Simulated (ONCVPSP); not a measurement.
# An ONCV potential for Sc, from input to tests

Task: generate the file, and judge it by its errors in other configurations, its logarithmic derivatives, its ghosts and its cutoff.

The numbers are computed with ONCVPSP 4.0.1 (PBE, scalar-relativistic, spin-unpolarised reference atom).

**1. Starting point**

The settings as typed:

```json
{
 "element": "scandium (Sc, Z = 21)",
 "type": "optimised norm-conserving Vanderbilt (ONCV)",
 "frozen core": "[Ne] 3s2",
 "valence charge": "9",
 "reference configuration": "3p6 3d1 4s2",
 "partial waves": "4s: rc 2.80 bohr, ncon 4, nbas 8, qcut 3 1/bohr, 2 projectors, debl 2 Ha; 3p: rc 1.85 bohr, ncon 4, nbas 8, qcut 8.2 1/bohr, 1 projector; 3d: rc 2.05 bohr, ncon 4, nbas 9, qcut 7.1 1/bohr, 2 projectors, debl 2.5 Ha",
 "local potential": "polynomial inside 1.30 bohr (lpopt 5, dvloc0 0 Ha)",
 "core correction": "Teter function, fcfact 3.5, rcfact 1.3"
}
```

The outer shells as boxes (Hund's rule for the drawing; the calculation is spin-unpolarised):

```
[Ne] core
3s [↑↓]
3p [↑↓][↑↓][↑↓]
3d [↑ ][  ][  ][  ][  ]
4s [↑↓]
```

An earlier all-electron run gives the scale for the radii.

All-electron outer shells of the reference configuration (PBE, scalar-relativistic, ld1.x):

| shell | level (eV) | outermost node (bohr) | outermost maximum (bohr) |
| --- | --- | --- | --- |
| 3s | -55.04 | 0.42 | 0.92 |
| 3p | -33.63 | 0.39 | 0.97 |
| 4s | -4.18 | 1.33 | 3.14 |
| 3d | -3.23 | – | 1.10 |
| 4p | -1.47 | 1.49 | 4.03 |

**2. The generation run**

File Sc.dat:

```
# ATOM AND REFERENCE CONFIGURATION
# atsym  z   nc   nv     iexc    psfile
  Sc 21.00    4    3        4      upf
#
#   n    l    f
    1    0    2.00
    2    0    2.00
    2    1    6.00
    3    0    2.00
    3    1    6.00
    3    2    1.00
    4    0    2.00
#
# PSEUDOPOTENTIAL AND OPTIMIZATION
# lmax
    2
#
#   l,   rc,      ep,       ncon, nbas, qcut
    0    2.80    0.00    4    8    3.00
    1    1.85    0.00    4    8    8.20
    2    2.05    0.00    4    9    7.10
#
# LOCAL POTENTIAL
# lloc, lpopt,  rc(5),   dvloc0
    4    5    1.30    0.00
#
# VANDERBILT-KLEINMAN-BYLANDER PROJECTORs
# l, nproj, debl
    0    2    2.00
    1    1    0.50
    2    2    2.50
#
# MODEL CORE CHARGE
# icmod, fcfact, rcfact
    3    3.50    1.30
#
# LOG DERIVATIVE ANALYSIS
# epsh1, epsh2, depsh
   -3.00    5.00    0.02
#
# OUTPUT GRID
# rlmax, drl
    6.00    0.01
#
# TEST CONFIGURATIONS
# ncnf
    4
# nvcnf
#   n    l    f
    3
    3    1    6.00
    3    2    1.00
    4    0    1.00
#
    3
    3    1    6.00
    3    2    1.00
    4    0    0.00
#
    3
    3    1    6.00
    3    2    0.00
    4    0    0.00
#
    3
    3    1    6.00
    3    2    2.00
    4    0    0.00
#
```

The run is started by

```
oncvpsp.x < Sc.dat > Sc.out
```

**Question.** What will these runs give? Wanted: cutoffs for 1 and 0.1 mHa per electron, occupied waves; bound ghosts; GHOST(+) flags; largest test error; largest phase difference near zero energy, channels read; rms error of d²Exc/dn², without and with the model core.

The runs gave:

| quantity | value |
| --- | --- |
| cutoffs for 1 and 0.1 mHa per electron, occupied waves | 20 Ha and 22 Ha |
| bound ghosts | s at -57.29 eV |
| GHOST(+) flags | none at low energy |
| largest test error (AE − PS) | -57 meV, for 3p6 3d2 4s0 (1 test unsolved) |
| largest phase difference near zero energy, channels read | 0.008 rad |
| rms error of d²Exc/dn², without and with the model core | 4.33 and 3.70 mHa |

In words: A bound ghost (s) makes it unfit for use: electrons can fall into a state that the atom doesn't have. Close by lies the frozen 3s level (-55.0 eV). The worst unpolarised test, 3p6 3d2 4s0, is off by 57 meV on 7.6 eV; by total energies transferability rates as fair where solved. Of the tests 1 gave no usable energy difference, which is a warning in itself. By its cutoff, 20 Ha for the looser tolerance, it is of middling hardness. Near zero energy the phases of the channels with partial waves agree within 0.008 rad. These are tests on the free atom; a crystal test is still owed.
